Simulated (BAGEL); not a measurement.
# C2H5FSi (SMILES F/C=C\[SiH3]): B3LYP/cc-pVDZ (density fitting with qzvpp-jkfit)

Aim: the energy change on altering one bond length of C2H5FSi at B3LYP/cc-pVDZ (density fitting with qzvpp-jkfit), from 2 runs. 

The results are computed with BAGEL 1.2.2.

## 1. The molecule

C2H5FSi has 9 atoms, charge 0, and is taken as a singlet. As SMILES, `F/C=C\[SiH3]`. Geometry: relaxed at GFN2-xTB.

Bond lengths: F1–C2 1.346 Å, C2–C3 1.319 Å, C3–Si4 1.886 Å, C2–H5 1.083 Å, C3–H6 1.080 Å, Si4–H7 1.458 Å, Si4–H8 1.466 Å, Si4–H9 1.466 Å. Some angles: F1–C2–C3 122.4°, C2–C3–Si4 125.4°, F1–C2–H5 110.7°, C3–C2–H5 126.9°, C2–C3–H6 116.0°, Si4–C3–H6 118.6°, C3–Si4–H7 110.5°, C3–Si4–H8 107.2°, C3–Si4–H9 107.3°, H7–Si4–H8 111.0°.

## 2. A single-point energy at B3LYP/cc-pVDZ (density fitting with qzvpp-jkfit)

The input, dft.json:

```json
{ "bagel": [

{
  "title": "molecule",
  "basis": "cc-pvdz.json",
  "df_basis": "qzvpp-jkfit",
  "angstrom": true,
  "geometry": [
    { "atom": "F", "xyz": [   -0.363650,    0.881310,   -1.895510 ] },
    { "atom": "C", "xyz": [    0.640970,    0.977740,   -1.005370 ] },
    { "atom": "C", "xyz": [    0.640900,    0.314300,    0.134320 ] },
    { "atom": "Si", "xyz": [   -0.717410,   -0.857350,    0.716930 ] },
    { "atom": "H", "xyz": [    1.406220,    1.655860,   -1.363830 ] },
    { "atom": "H", "xyz": [    1.498580,    0.468560,    0.772100 ] },
    { "atom": "H", "xyz": [   -1.776080,   -0.946660,   -0.281530 ] },
    { "atom": "H", "xyz": [   -0.094650,   -2.165590,    0.940680 ] },
    { "atom": "H", "xyz": [   -1.234880,   -0.328170,    1.982210 ] }
  ]
},
{
  "title": "ks",
  "xc_func": "b3lyp"
},
{
  "title": "print",
  "file": "orbitals.molden",
  "orbitals": true
}

]}
```

The basis set cc-pVDZ is read from a file made from the Basis Set Exchange's data (not shown).

Command:

```sh
$ BAGEL_NUM_THREADS=1 BAGEL dft.json > dft.out
```

The log of the run:

```text
* using 1 threads per process

  ===============================================================
  ===============================================================

  *** Geometry ***

  { "atom" : "F", "xyz" : [     -0.687199,      1.665435,     -3.581995 ] },
  { "atom" : "C", "xyz" : [      1.211258,      1.847661,     -1.899874 ] },
  { "atom" : "C", "xyz" : [      1.211125,      0.593941,      0.253828 ] },
  { "atom" : "Si", "xyz" : [     -1.355708,     -1.620157,      1.354801 ] },
  { "atom" : "H", "xyz" : [      2.657371,      3.129122,     -2.577265 ] },
  { "atom" : "H", "xyz" : [      2.831906,      0.885450,      1.459058 ] },
  { "atom" : "H", "xyz" : [     -3.356305,     -1.788928,     -0.532015 ] },
  { "atom" : "H", "xyz" : [     -0.178863,     -4.092372,      1.777628 ] },
  { "atom" : "H", "xyz" : [     -2.333585,     -0.620151,      3.745834 ] },

  Number of auxiliary basis functions:      445

  Since a DF basis is specified, we compute 2- and 3-index integrals:
    o Being stored without compression. Storage requirement is 0.026 GB

  Number of basis functions:       85
  Number of electrons      :       40

    * METHOD: MOLECULE                             0.21

  *** Kohn-Sham DFT ***

    * Removing 15548 points whose weight is below 1.00e-10
    * Grid points: 118606

  === Nuclear Repulsion ===
   152.7080040210

       - DIIS with orbital gradients will be used.

  === KS iteration (b3lyp / cc-pvdz.json) ===
      0       -440.17845680          0.11100425           0.42
      1       -400.18878320          0.12550738           0.50
      2       -334.84007960          0.28346710           0.39
      3       -442.35512968          0.11597789           0.38
      4       -457.12279359          0.07545324           0.40
      5       -467.15385880          0.04868553           0.39
      6       -467.02781675          0.05085459           0.38
      7       -453.53268034          0.13859950           0.37
      8       -468.30722972          0.01984741           0.38
      9       -468.42750227          0.01292338           0.37
     10       -468.53391808          0.00354043           0.37
     11       -468.54130145          0.00152324           0.38
     12       -468.54230601          0.00048880           0.40
     13       -468.54244047          0.00005443           0.41
     14       -468.54244180          0.00001594           0.39
     15       -468.54244191          0.00000774           0.38
     16       -468.54244194          0.00000217           0.38
     17       -468.54244194          0.00000062           0.39
     18       -468.54244194          0.00000045           0.39
     19       -468.54244194          0.00000004           0.37
     20       -468.54244194          0.00000001           0.38
    * SCF iteration converged.

    * Permanent dipole moment:
           (   -0.429786,    -0.146134,    -0.200126) a.u.

    * METHOD: KS                                   9.10

    * METHOD: PRINT                                0.03

  ===============================================================
```

Wall time 9.6 s (1 thread of AMD EPYC 7B13 (Zen 3), shared host); peak memory 0.46 GiB.

## 3. The distorted shape at the same level

The input, job.json:

```json
{ "bagel" : [

{
  "title" : "molecule",
  "basis" : "cc-pvdz.json",
  "df_basis" : "qzvpp-jkfit",
  "angstrom" : "true",
  "geometry" : [
    { "atom" : "F", "xyz" : [   -0.975864,    0.338801,   -1.608735 ] },
    { "atom" : "C", "xyz" : [    0.028756,    0.435231,   -0.718595 ] },
    { "atom" : "C", "xyz" : [    0.028686,   -0.228209,    0.421095 ] },
    { "atom" : "Si", "xyz" : [   -1.329624,   -1.399859,    1.003705 ] },
    { "atom" : "H", "xyz" : [    1.406220,    1.655860,   -1.363830 ] },
    { "atom" : "H", "xyz" : [    0.886366,   -0.073949,    1.058875 ] },
    { "atom" : "H", "xyz" : [   -2.388294,   -1.489169,    0.005245 ] },
    { "atom" : "H", "xyz" : [   -0.706864,   -2.708099,    1.227455 ] },
    { "atom" : "H", "xyz" : [   -1.847094,   -0.870679,    2.268985 ] }
  ]
},
{ "title" : "ks", "xc_func" : "b3lyp" },
{ "title" : "print", "file" : "orbitals.molden", "orbitals" : "true" }

]}
```

The basis set cc-pVDZ is read from a file made from the Basis Set Exchange's data (not shown).

Command:

```sh
$ BAGEL_NUM_THREADS=1 BAGEL job.json > job.out
```

The log of the run:

```text
* using 1 threads per process

  ===============================================================
  ===============================================================

  *** Geometry ***

  { "atom" : "F", "xyz" : [     -1.844116,      0.640241,     -3.040069 ] },
  { "atom" : "C", "xyz" : [      0.054341,      0.822467,     -1.357948 ] },
  { "atom" : "C", "xyz" : [      0.054209,     -0.431253,      0.795754 ] },
  { "atom" : "Si", "xyz" : [     -2.512625,     -2.645350,      1.896728 ] },
  { "atom" : "H", "xyz" : [      2.657371,      3.129122,     -2.577265 ] },
  { "atom" : "H", "xyz" : [      1.674989,     -0.139743,      2.000984 ] },
  { "atom" : "H", "xyz" : [     -4.513222,     -2.814122,      0.009912 ] },
  { "atom" : "H", "xyz" : [     -1.335779,     -5.117565,      2.319554 ] },
  { "atom" : "H", "xyz" : [     -3.490502,     -1.645345,      4.287760 ] },

  Number of auxiliary basis functions:      445

  Since a DF basis is specified, we compute 2- and 3-index integrals:
    o Being stored without compression. Storage requirement is 0.026 GB

  Number of basis functions:       85
  Number of electrons      :       40

    * METHOD: MOLECULE                             0.20

  *** Kohn-Sham DFT ***

    * Removing 14724 points whose weight is below 1.00e-10
    * Grid points: 119430

  === Nuclear Repulsion ===
   149.9431453573

       - DIIS with orbital gradients will be used.

  === KS iteration (b3lyp / cc-pvdz.json) ===
      0       -440.83478690          0.10604271           0.39
      1       -409.87621778          0.12150918           0.48
      2       -337.75899386          0.23405305           0.37
      3       -443.24111039          0.10361764           0.37
      4       -462.28826621          0.06968491           0.39
      5       -466.95274135          0.04857901           0.37
      6       -468.18229859          0.02092112           0.39
      7       -468.28630590          0.01329088           0.38
      8       -468.40378164          0.00362759           0.37
      9       -468.41373369          0.00210751           0.37
     10       -468.41677754          0.00037992           0.37
     11       -468.41688823          0.00015792           0.37
     12       -468.41691226          0.00005304           0.38
     13       -468.41691415          0.00000716           0.37
     14       -468.41691418          0.00000375           0.37
     15       -468.41691419          0.00000128           0.37
     16       -468.41691419          0.00000024           0.37
     17       -468.41691419          0.00000027           0.38
     18       -468.41691419          0.00000005           0.39
     19       -468.41691419          0.00000004           0.38
     20       -468.41691419          0.00000001           0.38
    * SCF iteration converged.

    * Permanent dipole moment:
           (   -0.118740,     0.151361,    -0.383796) a.u.

    * METHOD: KS                                   8.85

    * METHOD: PRINT                                0.03

  ===============================================================
```

Run time: 9.3 s. Hardware: 1 thread of AMD EPYC 7B13 (Zen 3), shared host; peak memory 0.47 GiB.

## 4. Summary of results

Level: B3LYP/cc-pVDZ (density fitting with qzvpp-jkfit).

```
                                                         quantity          value
                                        first shape: total energy  -468.54244 Eh
                                       first shape: dipole moment         1.26 D
                                         first shape: HOMO energy       -7.30 eV
                                         first shape: LUMO energy       -0.12 eV
                                       first shape: HOMO–LUMO gap        7.18 eV
                                    distorted shape: total energy  -468.41691 Eh
                                   distorted shape: dipole moment         1.09 D
                                     distorted shape: HOMO energy       -7.57 eV
                                     distorted shape: LUMO energy       -2.52 eV
                                   distorted shape: HOMO–LUMO gap        5.05 eV
energy change with the C2–H5 bond stretched from 1.083 to 1.950 Å       3.416 eV
```

In words: With the C2–H5 bond stretched from 1.083 to 1.950 Å the energy rises by 3.42 eV (330 kJ/mol). The first shape isn't relaxed at this level, so the change isn't measured from a minimum. A restricted reference can't describe the breaking bond well at this length.
